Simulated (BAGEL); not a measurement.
**CH2GeN− (SMILES N#[C][GeH2-]): HF/3-21G (density fitting with qzvpp-jkfit)**

Aim: the vertical singlet–triplet gap of CH2GeN− at HF/3-21G (density fitting with qzvpp-jkfit), from 2 runs. 

Program for the calculation: BAGEL 1.2.2.

3 further runs of the same task are left out: 3 that didn't finish.

## 1. The molecule

CH2GeN−: 5 atoms, total charge -1, spin state singlet. SMILES: `N#[C][GeH2-]`. The shape comes from GFN2-xTB, which is rough for such elements, and wasn't checked as a minimum.

Bond lengths: N1–C2 1.158 Å, C2–Ge3 1.974 Å, Ge3–H4 1.680 Å, Ge3–H5 1.680 Å. Angles: N1–C2–Ge3 169.7°, C2–Ge3–H4 88.6°, C2–Ge3–H5 88.8°, H4–Ge3–H5 88.7°.

## 2. The energy at HF/3-21G (density fitting with qzvpp-jkfit)

Input file job.json:

```json
{ "bagel" : [

{
  "title" : "molecule",
  "basis" : "3-21g",
  "df_basis" : "qzvpp-jkfit",
  "angstrom" : true,
  "geometry" : [
    { "atom" : "N", "xyz" : [    1.312220,   -1.146800,    1.308460 ] },
    { "atom" : "C", "xyz" : [    0.698540,   -0.577140,    0.507840 ] },
    { "atom" : "Ge", "xyz" : [   -0.115330,    0.254410,   -1.086220 ] },
    { "atom" : "H", "xyz" : [   -1.622730,   -0.214430,   -0.512130 ] },
    { "atom" : "H", "xyz" : [   -0.272690,    1.683960,   -0.217940 ] }
  ]
},
{
  "title" : "hf",
  "charge" : -1
},
{
  "title" : "print",
  "file" : "orbitals.molden",
  "orbitals" : true
}

]}
```

Launch:

```console
$ BAGEL_NUM_THREADS=1 BAGEL job.json > job.out
```

Log:

```text
* using 1 threads per process

  ===============================================================
  ===============================================================

  *** Geometry ***

  { "atom" : "N", "xyz" : [      2.479736,     -2.167138,      2.472631 ] },
  { "atom" : "C", "xyz" : [      1.320049,     -1.090637,      0.959679 ] },
  { "atom" : "Ge", "xyz" : [     -0.217942,      0.480765,     -2.052658 ] },
  { "atom" : "H", "xyz" : [     -3.066515,     -0.405214,     -0.967785 ] },
  { "atom" : "H", "xyz" : [     -0.515309,      3.182223,     -0.411847 ] },

  Number of auxiliary basis functions:      454

  Since a DF basis is specified, we compute 2- and 3-index integrals:
    o Being stored without compression. Storage requirement is 0.007 GB

  Number of basis functions:       44
  Number of electrons      :       47

    * METHOD: MOLECULE                             0.13

  *** RHF ***

  === Nuclear Repulsion ===
   133.5880538566

      * DIIS with orbital gradients will be used.

  === RHF iteration (3-21g) ===
      0      -2158.17519584          0.02500591           0.03
      1      -2158.23379676          0.02179848           0.03
      2      -2158.29592205          0.00239563           0.03
      3      -2158.29776907          0.00080088           0.03
      4      -2158.29799970          0.00013163           0.03
      5      -2158.29800993          0.00002645           0.03
      6      -2158.29801028          0.00000808           0.03
      7      -2158.29801032          0.00000334           0.03
      8      -2158.29801032          0.00000171           0.03
      9      -2158.29801033          0.00000079           0.03
     10      -2158.29801033          0.00000028           0.03
     11      -2158.29801033          0.00000010           0.03
     12      -2158.29801033          0.00000002           0.03
     13      -2158.29801033          0.00000001           0.03
    * SCF iteration converged.

    * Permanent dipole moment:
           (    0.201922,    -0.264972,     0.745011) a.u.

    * METHOD: HF                                   0.54

    * METHOD: PRINT                                0.00

  ===============================================================
```

Run time: 0.85 s. Hardware: 1 thread of Arm Neoverse V2, shared host.

## 3. The triplet at the same level

Input file calc.json:

```json
{ "bagel" : [

{
  "title" : "molecule",
  "basis" : "3-21g",
  "df_basis" : "qzvpp-jkfit",
  "angstrom" : true,
  "geometry" : [
    { "atom" : "N", "xyz" : [       1.312220,      -1.146800,       1.308460 ] },
    { "atom" : "C", "xyz" : [       0.698540,      -0.577140,       0.507840 ] },
    { "atom" : "Ge", "xyz" : [      -0.115330,       0.254410,      -1.086220 ] },
    { "atom" : "H", "xyz" : [      -1.622730,      -0.214430,      -0.512130 ] },
    { "atom" : "H", "xyz" : [      -0.272690,       1.683960,      -0.217940 ] }
  ]
},

{ "title" : "uhf", "charge" : -1, "nopen" : 2 },

{ "title" : "print", "file" : "orbitals.molden", "orbitals" : true }

]}
```

Launch:

```console
$ BAGEL_NUM_THREADS=1 BAGEL calc.json > calc.out
```

Log:

```text
* using 1 threads per process

  ===============================================================
  ===============================================================

  *** Geometry ***

  { "atom" : "N", "xyz" : [      2.479736,     -2.167138,      2.472631 ] },
  { "atom" : "C", "xyz" : [      1.320049,     -1.090637,      0.959679 ] },
  { "atom" : "Ge", "xyz" : [     -0.217942,      0.480765,     -2.052658 ] },
  { "atom" : "H", "xyz" : [     -3.066515,     -0.405214,     -0.967785 ] },
  { "atom" : "H", "xyz" : [     -0.515309,      3.182223,     -0.411847 ] },

  Number of auxiliary basis functions:      454

  Since a DF basis is specified, we compute 2- and 3-index integrals:
    o Being stored without compression. Storage requirement is 0.007 GB

  Number of basis functions:       44
  Number of electrons      :       47

    * METHOD: MOLECULE                             0.13

  *** Open-shell HF ***

  === Nuclear Repulsion ===
   133.5880538566

      * DIIS with orbital gradients will be used.

  === UHF iteration (3-21g) ===
      0      -2157.83790929          0.05847464           0.06
      1      -2157.83440567          0.06947904           0.06
      2      -2157.88861668          0.06907589           0.06
      3      -2158.10894630          0.00610554           0.06
      4      -2158.12370004          0.00453749           0.06
      5      -2158.12973559          0.00286361           0.06
      6      -2158.13344470          0.00103316           0.06
      7      -2158.13413198          0.00041757           0.06
      8      -2158.13432160          0.00015269           0.06
      9      -2158.13441110          0.00006549           0.06
     10      -2158.13446158          0.00006301           0.06
     11      -2158.13449138          0.00005865           0.06
     12      -2158.13451537          0.00005770           0.06
     13      -2158.13452224          0.00005762           0.06
     14      -2158.13457096          0.00005733           0.06
     15      -2158.13459494          0.00005716           0.06
     16      -2158.13460483          0.00005707           0.06
     17      -2158.13460320          0.00005720           0.06
     18      -2158.13462685          0.00005476           0.06
     19      -2158.13470703          0.00003750           0.06
     20      -2158.13470923          0.00003368           0.06
     21      -2158.13470834          0.00003236           0.06
     22      -2158.13470792          0.00003252           0.06
     23      -2158.13470521          0.00003207           0.06
     24      -2158.13470890          0.00003284           0.06
     25      -2158.13470420          0.00003263           0.06
     26      -2158.13470652          0.00003014           0.06
     27      -2158.13470484          0.00002704           0.06
     28      -2158.13470040          0.00002207           0.06
     29      -2158.13469714          0.00000994           0.06
     30      -2158.13469698          0.00000430           0.06
     31      -2158.13469700          0.00000252           0.06
     32      -2158.13469695          0.00000183           0.06
     33      -2158.13469696          0.00000155           0.06
     34      -2158.13469700          0.00000129           0.06
     35      -2158.13469704          0.00000080           0.06
     36      -2158.13469706          0.00000061           0.06
     37      -2158.13469706          0.00000050           0.06
     38      -2158.13469706          0.00000045           0.06
     39      -2158.13469706          0.00000043           0.06
     40      -2158.13469706          0.00000042           0.06
     41      -2158.13469706          0.00000043           0.06
     42      -2158.13469706          0.00000043           0.06
     43      -2158.13469706          0.00000042           0.06
     44      -2158.13469706          0.00000037           0.06
     45      -2158.13469706          0.00000033           0.06
     46      -2158.13469706          0.00000030           0.06
     47      -2158.13469706          0.00000028           0.06
     48      -2158.13469706          0.00000028           0.06
     49      -2158.13469706          0.00000027           0.06
     50      -2158.13469706          0.00000027           0.06
     51      -2158.13469706          0.00000028           0.06
     52      -2158.13469706          0.00000027           0.06
     53      -2158.13469706          0.00000022           0.06
     54      -2158.13469706          0.00000015           0.06
     55      -2158.13469706          0.00000011           0.06
     56      -2158.13469706          0.00000009           0.06
     57      -2158.13469706          0.00000005           0.06
     58      -2158.13469706          0.00000003           0.06
     59      -2158.13469706          0.00000003           0.06
     60      -2158.13469706          0.00000002           0.06
     61      -2158.13469706          0.00000001           0.06
     62      -2158.13469706          0.00000001           0.06
    * SCF iteration converged.

    * S^2 (UHF) is 2.0844

    * Permanent dipole moment:
           (    0.067022,    -0.228905,     1.135946) a.u.

    * METHOD: UHF                                  3.92

    * METHOD: PRINT                                0.00

  ===============================================================
```

Run time: 4.2 s. Hardware: 1 thread of Arm Neoverse V2, shared host.

## 4. What came out

At HF/3-21G (density fitting with qzvpp-jkfit):

| quantity | value |
| --- | --- |
| singlet: total energy | -2158.29801 Eh |
| singlet: HOMO energy | -3.02 eV |
| singlet: LUMO energy | 8.86 eV |
| singlet: HOMO–LUMO gap (to an unbound level, set by the basis) | 11.89 eV |
| triplet: total energy | -2158.13470 Eh |
| triplet: ⟨S²⟩ | 2.084 |
| vertical energy of the triplet above the singlet | 4.444 eV |

In words: At this shape the triplet lies 4.44 eV (429 kJ/mol) above the singlet. For an anion a state so high probably lies above electron detachment.
